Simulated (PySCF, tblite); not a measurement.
# C6H10NO radical: geometry, infrared bands and EPR parameters

Wanted: the infrared bands and EPR parameters of C6H10NO radical (`CC[C]1C=NO[C@H]1C`), by calculation.

The runs use tblite 0.8.0 and PySCF 2.14.0, with density-fitted response routines of our own; the level of theory stands in each step. All values are computed, except where a source is named. Atoms count from 0, in the outputs and in this text.

**1. Starting geometry**

18 atoms, charge 0, multiplicity 2; geometry from: force field or distance geometry start.

Bonds of the start (Å): C0–C1 1.52, C1–C2 1.48, C2–C3 1.46, C3–N4 1.28, N4–O5 1.42, O5–C6 1.44, C6–C7 1.53, C6–C2 1.46, C0–H8 1.10, C0–H9 1.09, C0–H10 1.09, C1–H11 1.09, C1–H12 1.11, C3–H13 1.09, C6–H14 1.09, C7–H15 1.11, C7–H16 1.09, C7–H17 1.08.

**2. Geometry optimisation with GFN2-xTB**

The job: settings as JSON, then the geometry in Å.

```
{"job": {"kind": "relax", "xc": "GFN2-xTB", "basis": "xTB"}, "charge": 0, "multiplicity": 2}
C     -2.175400    -0.522600     0.209800
C     -1.190100     0.586500     0.518000
C      0.025000     0.505700    -0.321400
C      0.401600     1.444800    -1.367600
N      1.476100     1.107500    -1.984500
O      1.938500    -0.117200    -1.430900
C      1.041700    -0.545600    -0.387900
C      1.837700    -0.703000     0.907300
H     -3.067700    -0.419200     0.842800
H     -2.509400    -0.476200    -0.831100
H     -1.759300    -1.512800     0.393300
H     -1.679200     1.550500     0.399300
H     -0.897700     0.519400     1.591600
H     -0.193600     2.334500    -1.561300
H      0.604100    -1.496000    -0.692300
H      1.192000    -1.045500     1.738400
H      2.639000    -1.433100     0.768400
H      2.308100     0.228700     1.196300
```

On the command line:

```
OMP_NUM_THREADS=1 python probes_run.py task.json out
```

One launch serves the whole session: the jobs run in the order shown.

The log of the run:

```text
step      E/eV     max force
  0    -675.95115    2.993
  1    -676.15837    0.936
  2    -676.17716    0.389
  3    -676.18656    0.307
  4    -676.19339    0.259
  5    -676.19837    0.215
  6    -676.20005    0.107
  7    -676.20118    0.086
  8    -676.20223    0.077
  9    -676.20306    0.075
 10    -676.20363    0.056
 11    -676.20404    0.054
 12    -676.20436    0.048
 13    -676.20463    0.041
 14    -676.20486    0.044
 15    -676.20510    0.048
 16    -676.20537    0.046
 17    -676.20562    0.039
 18    -676.20584    0.041
 19    -676.20604    0.033
 20    -676.20623    0.035
 21    -676.20639    0.032
 22    -676.20650    0.023
 23    -676.20658    0.022
 24    -676.20664    0.020
 25    -676.20670    0.023
 26    -676.20675    0.020
 27    -676.20680    0.017
 28    -676.20687    0.021
 29    -676.20694    0.021
 30    -676.20700    0.021
 31    -676.20706    0.015
 32    -676.20710    0.013
 33    -676.20713    0.016
 34    -676.20715    0.012
 35    -676.20716    0.008
```

It took 0.22 s on 1 thread of Intel Xeon at 2.60GHz, shared host.

Along the way: (not every step is listed)

| step | energy from step 0 (eV) | largest force (eV/Å) |
| --- | --- | --- |
| 0 | 0.0000 | 2.9933 |
| 1 | -0.2072 | 0.9356 |
| 2 | -0.2260 | 0.3895 |
| 3 | -0.2354 | 0.3070 |
| 4 | -0.2422 | 0.2594 |
| 5 | -0.2472 | 0.2149 |
| 6 | -0.2489 | 0.1073 |
| 7 | -0.2500 | 0.0862 |
| 8 | -0.2511 | 0.0771 |
| 10 | -0.2525 | 0.0561 |
| 12 | -0.2532 | 0.0475 |
| 14 | -0.2537 | 0.0435 |
| 16 | -0.2542 | 0.0457 |
| 18 | -0.2547 | 0.0414 |
| 20 | -0.2551 | 0.0353 |
| 22 | -0.2554 | 0.0225 |
| 24 | -0.2555 | 0.0199 |
| 26 | -0.2556 | 0.0203 |
| 28 | -0.2557 | 0.0210 |
| 30 | -0.2559 | 0.0206 |
| 31 | -0.2559 | 0.0154 |
| 32 | -0.2559 | 0.0132 |
| 33 | -0.2560 | 0.0158 |
| 34 | -0.2560 | 0.0121 |
| 35 | -0.2560 | 0.0081 |

Distances of close pairs at the start and the end, largest changes first:

| bond | before (Å) | after (Å) | change (Å) |
| --- | --- | --- | --- |
| C2–C3 | 1.455 | 1.377 | -0.079 |
| N4–O5 | 1.421 | 1.360 | -0.061 |
| C3–N4 | 1.284 | 1.323 | +0.039 |
| C2–C6 | 1.464 | 1.498 | +0.034 |
| C7–H15 | 1.107 | 1.086 | -0.021 |
| C1–H12 | 1.115 | 1.095 | -0.020 |
| C0–C1 | 1.515 | 1.534 | +0.018 |
| C3–H13 | 1.088 | 1.073 | -0.015 |

The final coordinates are the input of the step that follows.

**3. Harmonic vibrations with GFN2-xTB**

The job: settings as JSON, then the geometry in Å.

```
{"job": {"kind": "ir", "xc": "GFN2-xTB", "basis": "xTB"}, "charge": 0, "multiplicity": 2}
C     -2.179556    -0.534444     0.218192
C     -1.181945     0.584548     0.541209
C     -0.005099     0.548496    -0.357429
C      0.381440     1.438304    -1.334048
N      1.481155     1.067716    -1.968849
O      1.900335    -0.115811    -1.445866
C      1.031853    -0.532672    -0.391098
C      1.821916    -0.694997     0.913445
H     -3.057914    -0.446300     0.852594
H     -2.493283    -0.471016    -0.821165
H     -1.729881    -1.510362     0.384825
H     -1.675987     1.552329     0.437033
H     -0.857306     0.476558     1.581221
H     -0.096556     2.356749    -1.616072
H      0.614025    -1.512507    -0.674299
H      1.161281    -1.046876     1.700558
H      2.622841    -1.413316     0.765672
H      2.253921     0.259918     1.202421
```

The log of the run:

```text
mode    cm-1     km/mol
  1      30.8      0.50
  2     122.9      1.65
  3     164.5      0.37
  4     189.4      0.25
  5     194.7      0.51
  6     244.7      0.49
  7     355.8      3.05
  8     385.6      2.70
  9     494.9      1.51
 10     566.3      3.69
 11     636.6      2.33
 12     791.4      0.41
 13     815.4      1.92
 14     854.4     15.07
 15     862.7      7.28
 16     914.3      9.45
 17     984.3     46.73
 18    1003.6     62.44
 19    1031.4      4.87
 20    1050.7     13.75
 21    1066.2      9.28
 22    1073.3     10.47
 23    1086.3      7.49
 24    1142.2     21.19
 25    1196.7     26.58
 26    1230.0      1.15
 27    1250.8      3.17
 28    1298.2      3.23
 29    1310.9      0.29
 30    1364.4     22.68
 31    1383.1      3.10
 32    1405.6      0.75
 33    1462.4      2.29
 34    1474.0      4.03
 35    1483.4      3.13
 36    1489.1      4.53
 37    1498.2      4.39
 38    1504.3      5.47
 39    2821.0     27.99
 40    2935.8     30.10
 41    2988.9     22.62
 42    3038.5     41.99
 43    3039.4     36.71
 44    3043.1     19.80
 45    3044.0     14.66
 46    3047.4     22.33
 47    3055.9     13.11
 48    3160.4     18.10
```

It took 0.62 s on 1 thread of Intel Xeon at 2.60GHz, shared host.

Which atoms move in the most intense modes:

| cm⁻¹ | km/mol | atoms |
| --- | --- | --- |
| 984 | 46.7 | O5 28 %, N4 18 %, H13 11 %, H8 10 % |
| 1004 | 62.4 | H8 14 %, N4 13 %, C0 12 % |
| 1197 | 26.6 | H14 43 %, C6 13 %, C2 10 % |
| 1364 | 22.7 | C3 49 %, N4 34 % |
| 2821 | 28.0 | H14 93 % |
| 2936 | 30.1 | H12 92 % |
| 3038 | 42.0 | H10 58 %, H9 20 %, H8 11 % |
| 3039 | 36.7 | H8 47 %, H9 43 % |

**4. EPR parameters: B3LYP/pcH-1**

The job, as its differences from that of step 3:

```diff
@@ -1,2 +1,2 @@
-{"job": {"kind": "ir", "xc": "GFN2-xTB", "basis": "xTB"}, "charge": 0, "multiplicity": 2}
+{"job": {"kind": "epr", "basis": "pcH-1"}, "charge": 0, "multiplicity": 2}
 C     -2.179556    -0.534444     0.218192
```

Method: UKS B3LYP, pcH-1 on C H N O, non-relativistic, mean-field spin-orbit, GIAO.

The log of the run:

```text
UKS, coarse grid
  cycle   1  E = -364.49555559  |g| = 4.22e-01
  cycle   2  E = -364.43198776  |g| = 6.02e-01
  cycle   3  E = -364.56399097  |g| = 1.47e-01
  cycle   4  E = -364.57156032  |g| = 4.19e-02
  cycle   5  E = -364.57242306  |g| = 1.27e-02
  cycle   6  E = -364.57250281  |g| = 9.67e-03
  cycle   7  E = -364.57255688  |g| = 3.35e-03
  cycle   8  E = -364.57256765  |g| = 1.74e-03
  cycle   9  E = -364.57257055  |g| = 2.34e-04
UKS, final grid
  cycle   1  E = -364.57257357  |g| = 2.78e-04
  cycle   2  E = -364.57257355  |g| = 3.64e-04
  cycle   3  E = -364.57257361  |g| = 4.95e-05
  cycle   4  E = -364.57257361  |g| = 3.13e-05
  cycle   5  E = -364.57257361  |g| = 1.03e-05
E = -364.57257361 Eh   <S^2> = 0.7733 (exact 0.7500)
g shifts (ppm)      1          2          3
  rmc          -227       -227       -227
  gc            -21         49         35
  oz_so           3       2350       3276
  total        -245       2173       3085
hyperfine (MHz)  atom isotope    a_iso     a_fc   dipolar eigenvalues
    0   13C      34.16      34.16     -3.00     -2.67      5.68
    1   13C     -18.15     -18.15     -1.25      0.32      0.93
    2   13C      50.83      50.83    -46.03    -44.32     90.36
    3   13C     -40.46     -40.46    -28.78     12.19     16.60
    4   14N      21.38      21.38    -25.90    -25.10     51.00
    5   17O     -16.34     -16.34    -53.56     24.91     28.64
    6   13C     -29.75     -29.75     -0.74     -0.24      0.98
    7   13C      63.47      63.47     -4.75     -4.63      9.37
    8    1H       4.12       4.12     -1.97     -1.17      3.15
    9    1H      -2.11      -2.11     -3.26     -1.08      4.34
   10    1H      -2.22      -2.22     -2.74     -0.83      3.57
   11    1H       2.83       2.83     -3.18     -2.38      5.55
   12    1H      46.66      46.66     -3.09     -2.52      5.61
   13    1H       8.49       8.49     -5.21     -0.40      5.61
   14    1H     113.39     113.39     -3.39     -1.07      4.46
   15    1H      -2.31      -2.31     -3.28     -1.43      4.71
   16    1H      -0.91      -0.91     -3.15     -1.57      4.72
   17    1H      -3.89      -3.89     -3.34     -1.91      5.26
```

Run time: 76 s. Hardware: 1 thread of Intel Xeon at 2.60GHz, shared host; peak memory 1.1 GiB.

Principal g values 2.00207, 2.00449, 2.00540; g(iso) = 2.00399, against 2.00232 for a free electron.

Mean a(iso) over the nuclei that a row names, and the largest dipolar term of the row (other rows stand at the frozen geometry):

| nuclei | isotope | a(iso) (MHz) | a(iso) (G, at g = 2.0023) | largest dipolar term (MHz) |
| --- | --- | --- | --- | --- |
| H14 | 1H | 113.4 | 40.5 | 4.5 |
| C7 | 13C | 63.5 | 22.6 | 9.4 |
| C2 | 13C | 50.8 | 18.1 | 90.4 |
| H12 | 1H | 46.7 | 16.6 | 5.6 |
| C3 | 13C | -40.5 | -14.4 | -28.8 |
| C0 | 13C | 34.2 | 12.2 | 5.7 |
| C6 | 13C | -29.7 | -10.6 | 1.0 |
| N4 | 14N | 21.4 | 7.6 | 51.0 |
| C1 | 13C | -18.2 | -6.5 | -1.3 |
| O5 | 17O | -16.3 | -5.8 | -53.6 |
| H13 | 1H | 8.5 | 3.0 | 5.6 |
| H11 | 1H | 2.8 | 1.0 | 5.6 |
| H15, H16, H17 | 1H | -2.4 | -0.8 | 5.3 |
| H8, H9, H10 | 1H | -0.1 | 0.0 | 4.3 |

Mulliken spin populations:

C0 0.02; C1 -0.04; C2 0.57; C3 -0.22; N4 0.49; O5 0.12; C6 -0.06; C7 0.04; H8 0.00; H9 0.00; H10 0.00; H11 0.00; H12 0.02; H13 0.01; H14 0.05; H15 0.00; H16 0.00; H17 0.00

In first order the couplings over 0.8 MHz of 1H, 14N give 192 distinct lines over 78.9 G, if the averaged nuclei exchange fast; the same motion can average rows kept apart here too.

Orbitals, density, ELF and potential are computed afterwards from the orbital file.

ELF in a plane through or near 5 of the atoms.

Ten even steps from ' ' (0.00) to '@' (1.00):
```
                                                        
                                                        
                                                        
                                                        
                  ..==##**..                            
          ..----..--@@@@@@++                            
        ..++%%%%****@@@@@@++            --++++--        
        ::++%%@@%%..++@@##          ..==@@@@@@@@--      
          ..==++**..--++..    ::--====**@@@@@@@@**      
              ..--++**++==--==++==**%%++**%%@@##::      
                    ::++##----@@++--**--....            
              ....    ::**--::**++====..                
                ..::::==**%%%%==    ::..                
              ::**######::..**++..                      
            ..++%%%%++--**@@@@@@##                      
            ..==##**::  **@@@@@@@@::                    
                ::..    ..%%@@@@**                      
                          ......                        
                                                        
                                                        
```
The map spans 11.3 Å across and 10.8 Å up, centred on the molecule. Atoms in the plane (x, y in Å): C2 (0.0, -0.6), C3 (-0.4, -2.0), C7 (-1.8, 1.1), H13 (0.1, -2.8), H15 (-1.1, 2.0).

On the surface of density 0.002 e/bohr³ the electrostatic potential runs, from the 1st to the 99th percentile, from -1.85 V near N4 to 1.06 V near H13.

The spin density lies nearest to N4 33 %; C2 31 %; O5 10 %; C3 9 % (beta excess).

**5. What came out**

```
                                                                  quantity                 value
                                 strongest single infrared mode (GFN2-xTB)  1004 cm⁻¹, 62 km/mol
                                              zero-point energy (GFN2-xTB)         93.8 kcal/mol
                                                            g(iso) (B3LYP)               2.00399
                                                                      ⟨S²⟩    0.773 (exact 0.75)
                                        largest a(iso) (averaged by class)  1H on H14, 113.4 MHz
potential on the surface of density 0.002 e/bohr³, 1st and 99th percentile    -1.85 V and 1.06 V
```

What this shows: Relaxing lowered the energy by 0.256 eV in 35 steps; the close pair that moved most is C2–C3, from 1.455 to 1.377 Å. No mode is imaginary among the 48: a minimum at this level. The strongest single mode, at 1004 cm⁻¹, has its largest shares on H8, N4 and C0 (the list is cut at 3 atoms). Unscaled tight-binding wavenumbers are off by several per cent, some by more. Its intensities can rank the bands wrongly. The largest spin populations lie on C2 (0.57 e), N4 (0.49 e). The isotropic g lies 1.7 ppt above the free-electron value.
